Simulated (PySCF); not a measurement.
# Se8: the cost of one run

Programs: PySCF 2.14.0, with density-fitted response routines of our own. Each step states its level of theory. These are calculated values for one molecule in the gas phase, unless marked as measured. Atoms are numbered from 0 throughout.

## (1) The starting structure

8 atoms, charge 0, multiplicity 1; geometry from: GFN2-xTB.

Bonds of the start (Å): Se0–Se1 2.33, Se1–Se2 2.34, Se2–Se3 2.33, Se3–Se4 2.34, Se4–Se5 2.34, Se5–Se6 2.34, Se6–Se7 2.34, Se7–Se0 2.34.

## (2) Optimising the geometry at PBE0-D3(BJ)/def2-SVP

What the job is given:

```
{"job": {"xc": "PBE0", "basis": "def2-SVP", "d3": "d3bj", "grid": 1, "kind": "geom"}, "charge": 0, "multiplicity": 1}
Se     1.914593    -1.724392     0.871422
Se     2.695114     0.132354    -0.309736
Se     1.705940     2.013664     0.663519
Se    -0.084900     2.623825    -0.704764
Se    -2.024121     1.789958     0.297528
Se    -2.570860    -0.182954    -0.827136
Se    -1.816204    -1.949910     0.502557
Se     0.207615    -2.674313    -0.411606
```

The run is started by

```sh
$ OMP_NUM_THREADS=1 python probes_run.py task.json out
```

This one command runs all jobs of the session in turn.

Q: Estimate the wall time and peak memory of this first job on 1 thread of Intel Xeon Platinum 8259CL at 2.50GHz, shared host.

About 25 min, with a peak of 2 GiB.
